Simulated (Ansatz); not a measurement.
# TaBi (CsCl type): a single-point run

Wanted: a converged single-point run for TaBi (CsCl type), and a check of what comes out. The structure is shown as the input types it.

Computed with Ansatz 0.2.0 (DFT, LDA, norm-conserving pseudopotentials, Ansatz's default files, scalar-relativistic, unless a step's input says otherwise).

1 further run of the same task is left out (it didn't finish). Runs told in other sessions of the task aren't counted.

### Step 1. Starting point

The structure is cubic, space group Pm-3m (No. 221). Conventional cell: a = 3.441 Å, b = 3.441 Å, c = 3.441 Å, α = 90.00°, β = 90.00°, γ = 90.00°. Ta (site symmetry m-3m) is surrounded by 8 Bi at 2.98 Å. Around Bi (site symmetry m-3m) lie 8 Ta at 2.98 Å.

Structure file:

```
Ta Bi
1.0
     3.44100    0.00000    0.00000
     0.00000    3.44100    0.00000
     0.00000    0.00000    3.44100
Ta Bi
1 1
Direct
  0.00000 0.00000 0.00000
  0.50000 0.50000 0.50000
```

### Step 2. The run

File input.yaml:

```yaml
crystal:
  lattice:
    - [3.4409952215, 0.0, 0.0]
    - [0.0, 3.4409952215, 0.0]
    - [0.0, 0.0, 3.4409952215]
  atoms:
    - { symbol: Ta, position: [0.0, 0.0, 0.0] }
    - { symbol: Bi, position: [0.5, 0.5, 0.5] }
kpoints:
  mp_grid: { grid: [11, 10, 12] }
scf:
  occupations: { method: fermi_dirac, width: 0.05 }
  max_iter: 80
hamiltonian:
  xc: lda
  pseudopotentials: { kind: nc }
output:
  forces: true
  stress: true
  eigenvalues: true
```

On the command line:

```
$ ansatz run input.yaml --threads 1 --pin off --max-ram 2048MiB --backend cpu --events-out ev --progress --plain --runs-dir out
```

What happens when this is run?

This run ends as converged, with warnings (symmetry narrowed by mesh). Its log warns: «crystal.symmetry: narrowed to the stabiliser of the k-point mesh — unitary ops 48 → 8; excluded 40 operations that carry a point of the 11×10×12 mesh (shift [0, 0 ...»

Look at the input: kpoints.mp_grid.grid is [11, 10, 12]. The risk: uneven k-mesh. The run converged, but that does not make its result sound.

Run again and compare: set kpoints.mp_grid.grid to [11, 11, 11].
